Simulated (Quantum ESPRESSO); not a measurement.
Crystal: NbTe2.

```xyz
3
Lattice="0.0000 3.4154 3.4154 3.4154 0.0000 3.4154 3.4154 3.4154 0.0000" Properties=species:S:1:pos:R:3 pbc="T T T"
Nb    0.0000    0.0000    0.0000
Te    1.7077    1.7077    1.7077
Te    5.1231    5.1231    5.1231
```

Measurements of this composition are mostly on another form, of space group No. 12.

Base run:

| Quantity | Value |
| --- | --- |
| Program | Quantum ESPRESSO 7.5 |
| Functional | LDA |
| Potentials or basis | GBRV 1.5 LDA |
| Cutoff | 612 eV |
| Density cutoff | 4898 eV |
| k mesh | 5 × 5 × 5 |
| Occupations | gaussian, width 0.05 eV |
| Spin | no spin polarisation |
| Hubbard terms | Nb d U = 5 eV |

Its results: band gap on the k mesh none (metal or under the smearing width); pressure -0.9 GPa.

Question: The run is repeated on the same cell with these changes: spin from no spin polarisation to collinear spin, ferromagnetic start; magnetic state asked for from nm to fm. What comes out?

Answer: Band gap on the k mesh none (metal or under the smearing width); pressure 1.2 GPa; net moment 2.10 μB per cell; site moments Nb +1.72; Te -0.09 μB.

Caveats: the U is typed as a test and isn't derived for this compound; U without spin polarisation on a metal has little footing (some runs).
